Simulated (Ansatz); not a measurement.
# CH₇BGaN: how energies converge with the basis set

An exercise on one series of results from a longer session: the logs are not shown, and one member is left open.

The runs use Ansatz 0.2.0, Gaussian basis; one geometry, several basis sets.

Levels to be run: PBE0-D4/def2-SVP; ωB97M-V/def2-SVP; PBE0-D4/def2-QZVPP; ωB97M-V/def2-QZVPP; the functionals' def2-TZVPP values are taken from earlier runs.

## The geometry

All runs share one geometry, relaxed beforehand with PBE0-D4 in a triple-zeta def2 set.

SMILES `C[B](N)[GaH2]`, 11 atoms, charge 0, spin multiplicity 1.

Atoms are counted from 1 here; the program's logs count them from 0.

Bond lengths: C1–B2 1.572 Å, C1–H5 1.096 Å, C1–H6 1.096 Å, C1–H7 1.096 Å, B2–N3 1.393 Å, B2–Ga4 2.118 Å, N3–H8 1.010 Å, N3–H9 1.006 Å, Ga4–H10 1.581 Å, Ga4–H11 1.590 Å. Angles: B2–C1–H5 110.7°, B2–C1–H6 114.1°, B2–C1–H7 110.6°, H5–C1–H6 107.9°, H5–C1–H7 105.1°, H6–C1–H7 107.9°, C1–B2–N3 119.9°, C1–B2–Ga4 124.1°, N3–B2–Ga4 116.0°, B2–N3–H8 122.9°, B2–N3–H9 123.8°, H8–N3–H9 113.3°, B2–Ga4–H10 125.4°, B2–Ga4–H11 120.3°, H10–Ga4–H11 114.4°.

Set-up of the first run:

in.yaml reads:

```yaml
crystal:
  periodic: [false, false, false]
  atoms:
    - {symbol: C, position_ang: [-0.483132, 1.456391, 0.267102]}
    - {symbol: B, position_ang: [-0.083362, -0.060437, 0.166581]}
    - {symbol: N, position_ang: [-0.462828, -0.946936, 1.172110]}
    - {symbol: Ga, position_ang: [1.028190, -0.891067, -1.433860]}
    - {symbol: H, position_ang: [-1.066880, 1.762163, -0.608167]}
    - {symbol: H, position_ang: [-1.061772, 1.708502, 1.162992]}
    - {symbol: H, position_ang: [0.408931, 2.092431, 0.252222]}
    - {symbol: H, position_ang: [-0.994074, -0.662410, 1.982687]}
    - {symbol: H, position_ang: [-0.238764, -1.927888, 1.166411]}
    - {symbol: H, position_ang: [1.582522, -0.087430, -2.677803]}
    - {symbol: H, position_ang: [1.371180, -2.443329, -1.450276]}
basis:
  gaussian: {orbitals: def2-SVP}
hamiltonian: {xc: pbe0, dispersion: d4}
output: {orbitals: {seedname: orbitals}}
```

Among the steps run: PBE0-D4 in def2-SVP; ωB97M-V in def2-SVP; PBE0-D4 in def2-QZVPP; ωB97M-V in def2-QZVPP.

One table of the session follows, with a row left open; its other results are not shown here.

It belongs to the step «Functionals by basis». 

```
functional       basis  HOMO (eV)  LUMO (eV)
   PBE0-D4    def2-SVP      -6.76      -1.68
   PBE0-D4  def2-TZVPP      -6.84      -1.78
   PBE0-D4  def2-QZVPP      -6.86      -1.81
   ωB97M-V    def2-SVP          ?          ?
   ωB97M-V  def2-TZVPP      -8.96      -0.03
   ωB97M-V  def2-QZVPP      -8.98      -0.15
```

Estimate the missing values for ωB97M-V, def2-SVP.

The run gave: HOMO (eV): -8.85; LUMO (eV): 0.09. In the column «HOMO (eV)» it lies between ωB97M-V, def2-TZVPP (-8.96) and PBE0-D4, def2-QZVPP (-6.86).
